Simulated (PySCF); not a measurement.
# C7H8ClN (4-chloro-n-methylaniline): the cost of one run

Computed with PySCF 2.14.0 and routines of our own; the level stands in each step. Atoms count from 0.

## 1. The starting structure

17 atoms, charge 0, multiplicity 1; geometry from: GFN2-xTB.

## 2. Geometry optimisation at PBE0-D3(BJ)/def2-SVP

Job settings and geometry (Å):

```
{"job": {"xc": "PBE0", "basis": "def2-SVP", "d3": "d3bj", "grid": 2, "kind": "geom"}, "charge": 0, "multiplicity": 1}
C      2.666733     0.076781    -0.084984
N      1.553158    -0.805689     0.156358
C      0.260690    -0.354635     0.269793
C     -0.050447     0.992236     0.476493
C     -1.360932     1.396500     0.644134
C     -2.382420     0.463670     0.609407
Cl    -4.026396     0.974529     0.813962
C     -2.099199    -0.877765     0.405467
C     -0.791417    -1.277853     0.234757
H      2.777907     0.767821     0.751734
H      2.553045     0.659108    -1.007785
H      3.574706    -0.517492    -0.157475
H      1.644103    -1.733978    -0.225976
H      0.731106     1.733813     0.505156
H     -1.588401     2.439574     0.799536
H     -2.898725    -1.601382     0.376763
H     -0.570510    -2.323209     0.072211
```

Command:

```bash
OMP_NUM_THREADS=1 python excited_run.py task.json out
```

This one command runs all jobs of the session in turn.

Q: Estimate the wall time and peak memory of this first job on 1 thread of Arm Neoverse V2, shared host.

About 88 s, with a peak of 0.79 GiB.
